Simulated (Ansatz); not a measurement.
# MnBr2: how the settings move a single-point run

How sensitive is a single-point run of MnBr2 to its settings? A reference run comes first, then one run with altered input.

The COD entry's cell or inner coordinates are ideal or old and differ from later refinements, so a difference from it is no clean test against experiment.

Program: Ansatz 0.2.0. Level of theory: reference: DFT, r2SCAN+U, PAW with Ansatz's default frozen-core files, scalar-relativistic. These are calculated values, not measurements.

1 further run of the same task is left out (it didn't finish).

**1. Starting point**

Symmetry: P-3m1, No. 164, trigonal system. Conventional cell: a = 3.820 Å, b = 3.820 Å, c = 6.190 Å, α = 90.00°, β = 90.00°, γ = 120.00°. Around Mn (site symmetry -3m) lie 6 Br at 2.69 Å. Br (site symmetry 3m) has 3 Mn at 2.69 Å as nearest neighbours.

As a file:

```
Mn Br
1.0
     3.82000    0.00000    0.00000
    -1.91000    3.30822    0.00000
     0.00000    0.00000    6.19000
Mn Br
1 2
Direct
  0.00000 0.00000 0.00000
  0.33333 0.66667 0.25000
  0.66667 0.33333 0.75000
```

**2. Baseline**

input.yaml reads:

```yaml
crystal:
  lattice:
    - [3.82, 0.0, 0.0]
    - [-1.91, 3.3082170425, 0.0]
    - [0.0, 0.0, 6.19]
  atoms:
    - { symbol: Mn, position: [0.0, 0.0, 0.0], spin: 4.0 }
    - { symbol: Br, position: [0.3333333333, 0.6666666667, 0.25] }
    - { symbol: Br, position: [0.6666666667, 0.3333333333, 0.75] }
magnetization:
  spin_polarized: true
kpoints:
  mp_grid: { grid: [8, 8, 4] }
scf:
  occupations: { method: fermi_dirac, width: 0.03 }
hamiltonian:
  xc: r2scan
  pseudopotentials: { kind: paw }
  hubbard: { sites: [{ species: Mn, l: d, u_eff: 4 }] }
output:
  forces: true
  stress: true
  eigenvalues: true
  hubbard: { sites: [{ species: Mn, l: d }] }
  populations: true
  dos: { projected: true, de: 0.1, e_range: [-10, 8] }
  write_density: true
  write_potential: true
  elf: true
  volumetric_format: npy
```

Command:

```
> ansatz run input.yaml --threads 2 --pin off --max-ram 6144MiB --backend cpu --events-out ev --progress --plain --runs-dir out
```

**3. Variant: hubbard.double_counting amf**

Changes to input.yaml since step 2:

```diff
@@ -18,3 +18,3 @@
   pseudopotentials: { kind: paw }
-  hubbard: { sites: [{ species: Mn, l: d, u_eff: 4 }] }
+  hubbard: { sites: [{ species: Mn, l: d, u_eff: 4 }], double_counting: amf }
 output:
@@ -25,3 +25,2 @@
   populations: true
-  dos: { projected: true, de: 0.1, e_range: [-10, 8] }
   write_density: true
```

**Question.** What will these runs give? Wanted: for each run, ending; energy change; pressure; gap; abs. moment; force.

As calculated:

| run | ending | energy change | pressure (GPa) | gap (eV) | abs. moment (μB) | force (eV/Å) | cycles | time |
| --- | --- | --- | --- | --- | --- | --- | --- | --- |
| reference | converged | 0 | 2.2 | 4.01 | 5.00 | 0.04 | 15 | 8.4 s |
| 1: hubbard.double_counting amf | converged | -775.3 meV/atom (U changed: no physical gain or loss) | -0.3 | 4.02 | 2.46 | 0.38 | 49 | 3.7 min |

Times don't compare one to one where runs were asked for different outputs or read a saved state (see the inputs); cycles may leave out searches for a lower state.

Residual by cycle in the longest SCF loop of each run; runs are numbered as in the table. The quantity is the density residual dr2, in eV.

| cycle | reference | run 1 |
| --- | --- | --- |
| 1 | 108 | 198 |
| 2 | 2.19 | 8.63 |
| 4 | 0.0717 | 0.107 |
| 5 | 0.032 | 0.0616 |
| 6 | 0.0161 | 0.0303 |
| 8 | 6.1e-4 | 0.00101 |
| 9 | 2.3e-4 | 3.5e-4 |
| 11 | 6.3e-6 | 9.1e-6 |
| 12 | 9.7e-7 | 2.2e-6 |
| 13 | 3.6e-7 | 5.7e-7 |
| 15 | 1.5e-8 | 2.6e-8 |
| 16 | - | 7.7e-9 |

**Reading.** Changing the Hubbard U moves the energy by -775.3 meV/atom, and the pressure goes from 2.2 to -0.3 GPa, the absolute moment goes from 5.00 to 2.46 μB and the largest force goes from 0.04 to 0.38 eV/Å. The U term adds an energy of its own, so the shift says nothing about which run is better. Its first SCF ended 1.803 eV higher; the search for a lower state found the one reported. A changed U is a change of model: its shifts are not errors of convergence.
